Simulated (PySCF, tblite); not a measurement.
**C₅H₁₂N₂: infrared bands and NMR shifts**

Aim: predict the infrared bands and NMR shifts of C₅H₁₂N₂ (`CNN(C)C1CC1`).

Programs: tblite 0.8.0 and PySCF 2.14.0, with density-fitted response routines of our own. Each step states its level of theory. These are calculated values for one molecule in the gas phase, unless marked as measured. Atoms are numbered from 0 throughout.

### Step 1. The starting structure

19 atoms, charge 0, multiplicity 1; geometry from: GFN2-xTB.

Bonds of the start (Å): C0–N1 1.45, N1–N2 1.42, N2–C3 1.45, N2–C4 1.44, C4–C5 1.50, C5–C6 1.50, C6–C4 1.50, C0–H7 1.09, C0–H8 1.10, C0–H9 1.09, N1–H10 1.03, C3–H11 1.09, C3–H12 1.10, C3–H13 1.09, C4–H14 1.10, C5–H15 1.08, C5–H16 1.08, C6–H17 1.08, C6–H18 1.08.

### Step 2. Harmonic vibrations with GFN2-xTB

Job settings and geometry (Å):

```
{"job": {"kind": "ir", "xc": "GFN2-xTB", "basis": "xTB"}, "charge": 0, "multiplicity": 1}
C     -1.758752    -1.419563     0.450931
N     -1.604504    -0.110322    -0.145405
N     -0.389944     0.523029     0.217993
C     -0.570136     1.960096     0.133608
C      0.742220     0.074817    -0.544010
C      1.547918    -1.081789    -0.031026
C      2.113912     0.303652     0.012701
H     -2.779849    -1.751821     0.267220
H     -1.065013    -2.177398     0.063907
H     -1.606364    -1.316557     1.523390
H     -1.699330    -0.173520    -1.165291
H      0.320410     2.449550     0.521061
H     -0.746568     2.303579    -0.896576
H     -1.428446     2.228358     0.744765
H      0.628557     0.158470    -1.631820
H      1.248297    -1.519421     0.907549
H      1.946993    -1.787661    -0.744221
H      2.907149     0.566849    -0.670225
H      2.183646     0.778904     0.977986
```

**Question.** This job is followed by: GIAO PBE0/pcSseg-1 NMR shielding, non-relativistic, gas phase. What will the session give for the following? strongest single infrared mode (GFN2-xTB); zero-point energy (GFN2-xTB); 13C shifts against TMS (PBE0/pcSseg-1, means over atoms taken as alike); 1H shifts against TMS (PBE0/pcSseg-1, means over atoms taken as alike); 15N shifts against NH3 (PBE0/pcSseg-1).

**Answer**, as computed:

```
                                                               quantity                                   value
                              strongest single infrared mode (GFN2-xTB)                   2870 cm⁻¹, 155 km/mol
                                           zero-point energy (GFN2-xTB)                          104.9 kcal/mol
13C shifts against TMS (PBE0/pcSseg-1, means over atoms taken as alike)               48.9, 40.9, 40.0, 7.8 ppm
 1H shifts against TMS (PBE0/pcSseg-1, means over atoms taken as alike)  2.89, 2.54, 1.47, 1.21, 0.50, 0.44 ppm
                                 15N shifts against NH3 (PBE0/pcSseg-1)                        117.3, 112.5 ppm
```

All 51 modes are real, so the xTB geometry is a minimum. The strongest single mode, at 2870 cm⁻¹, moves mainly H12. GFN2-xTB is a fitted tight-binding method: band positions and strengths are rough. Its intensities can rank the bands wrongly. At PBE0/pcSseg-1: The widest tensor belongs to N1: span 140 ppm, with a paramagnetic part of -169 ppm.
